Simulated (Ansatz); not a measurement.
**CH4BFO2: a ladder of functionals and wavefunction methods**

An exercise on one series of results from a longer session: the logs are not shown, and one member is left open.

Computed with Ansatz 0.2.0, Gaussian basis. Level: functionals in def2-TZVPP, the program's frozen cores in correlated methods.

Levels to be run: LDA (SPW92), PBE-D4, revPBE-D4, BLYP-D4, r2SCAN-D4, B97M-V, PBE0-D4, B3LYP-D4, r2SCANh-D4, r2SCAN0-D4, HSE06-D4, BHLYP-D4, CAM-B3LYP-D4, LC-ωPBE, ωB97X-V, ωB97M-V, B2PLYP, PBE-QIDH; CCSD(T)/def2-SVP; CCSD(T)/def2-TZVPP; MP2/def2-QZVPP; extrapolation to the limit; RPA on PBE.

**Structure used throughout**

All runs share one geometry, relaxed beforehand with PBE0-D4 in a triple-zeta def2 set.

9 atoms, charge 0, spin multiplicity 1.

Atoms are counted from 1 here; the program's logs count them from 0.

Bond lengths: O1–B2 1.348 Å, O1–H6 0.963 Å, B2–O3 1.370 Å, B2–H7 1.196 Å, O3–C4 1.380 Å, C4–F5 1.369 Å, C4–H8 1.092 Å, C4–H9 1.095 Å. Angles: B2–O1–H6 112.8°, O1–B2–O3 119.3°, O1–B2–H7 119.5°, O3–B2–H7 121.3°, B2–O3–C4 120.6°, O3–C4–F5 109.5°, O3–C4–H8 108.5°, O3–C4–H9 111.6°, F5–C4–H8 107.8°, F5–C4–H9 107.6°, H8–C4–H9 111.8°.

Geometry (Å):

```mol
CH4BFO2
  3D, bonds by distance, orders not assigned

  9  8  0  0  0  0  0  0  0  0999 V2000
    0.3272    1.6128    1.5870 O   0  0
    0.2666    0.4246    0.9529 B   0  0
   -0.2953    0.3592   -0.2954 O   0  0
   -0.2854   -0.8225   -1.0081 C   0  0
    0.8279   -0.8661   -1.8041 F   0  0
   -0.0245    2.3360    1.0578 H   0  0
    0.6852   -0.5545    1.4970 H   0  0
   -1.1616   -0.8426   -1.6591 H   0  0
   -0.2516   -1.6931   -0.3451 H   0  0
  1  2  8  0
  2  3  8  0
  3  4  8  0
  4  5  8  0
  1  6  8  0
  2  7  8  0
  4  8  8  0
  4  9  8  0
M  END
```

The first run:

File in.yaml:

```yaml
crystal:
  periodic: [false, false, false]
  atoms:
    - {symbol: O, position_ang: [0.327236, 1.612800, 1.586982]}
    - {symbol: B, position_ang: [0.266610, 0.424639, 0.952892]}
    - {symbol: O, position_ang: [-0.295333, 0.359150, -0.295377]}
    - {symbol: C, position_ang: [-0.285366, -0.822466, -1.008114]}
    - {symbol: F, position_ang: [0.827894, -0.866052, -1.804111]}
    - {symbol: H, position_ang: [-0.024491, 2.335966, 1.057769]}
    - {symbol: H, position_ang: [0.685173, -0.554518, 1.497023]}
    - {symbol: H, position_ang: [-1.161639, -0.842627, -1.659076]}
    - {symbol: H, position_ang: [-0.251586, -1.693092, -0.345087]}
basis:
  gaussian: {orbitals: def2-TZVPP}
hamiltonian: {xc: lda}
output: {orbitals: {seedname: orbitals}}
```

Started as:

```console
$ ansatz run in.yaml --threads 2 --pin off --events-out ev --progress --plain --max-ram 4352MiB
```

Steps of the session up to this table: LDA; PBE-D4 (GGA); revPBE-D4 (GGA); BLYP-D4 (GGA); r2SCAN-D4 (meta-GGA); B97M-V (meta-GGA); B3LYP-D4 (hybrid); r2SCANh-D4 (hybrid); r2SCAN0-D4 (hybrid); HSE06-D4 (hybrid); BHLYP-D4 (hybrid); CAM-B3LYP-D4 (range-separated); LC-ωPBE (range-separated); ωB97X-V (range-separated); ωB97M-V (range-separated); B2PLYP (double hybrid); PBE-QIDH (double hybrid).

One of the session's tables, all rows but one given; the rest of the session is left out.

It belongs to the step «Frontier levels by functional». 

| functional | HOMO (eV) | LUMO (eV) | gap (eV) |
| --- | --- | --- | --- |
| LDA (SPW92) | -7.83 | -0.77 | 7.06 |
| PBE-D4 | -7.71 | -0.47 | 7.24 |
| revPBE-D4 | -7.65 | -0.35 | 7.30 |
| BLYP-D4 | -7.67 | -0.37 | 7.30 |
| r2SCAN-D4 | -8.07 | -0.05 | 8.02 |
| B97M-V | -8.23 | -0.15 | 8.08 |
| PBE0-D4 | -9.39 | 0.53 | 9.92 |
| B3LYP-D4 | -9.18 | 0.25 | 9.42 |
| r2SCANh-D4 | -8.70 | 0.30 | 9.00 |
| r2SCAN0-D4 | -9.64 | 0.80 | 10.43 |
| HSE06-D4 | -8.97 | 0.15 | 9.13 |
| BHLYP-D4 | ? | ? | ? |
| CAM-B3LYP-D4 | -10.92 | 1.52 | 12.44 |
| LC-ωPBE | -12.23 | 2.78 | 15.01 |
| ωB97X-V | -11.91 | 2.64 | 14.55 |
| ωB97M-V | -11.82 | 2.29 | 14.11 |

Q: Estimate the row for BHLYP-D4 from the others.

Worked estimate for «HOMO (eV)». Against the share of exact exchange, BLYP-D4 (0, -7.67), B3LYP-D4 (0.2, -9.18) give a slope of -7.55 per unit share; at 0.5 the line stands at -11.44.

**Answer.** HOMO (eV): -11.04; LUMO (eV): 1.42; gap (eV): 12.46. In «HOMO (eV)» the line misses by -0.40.
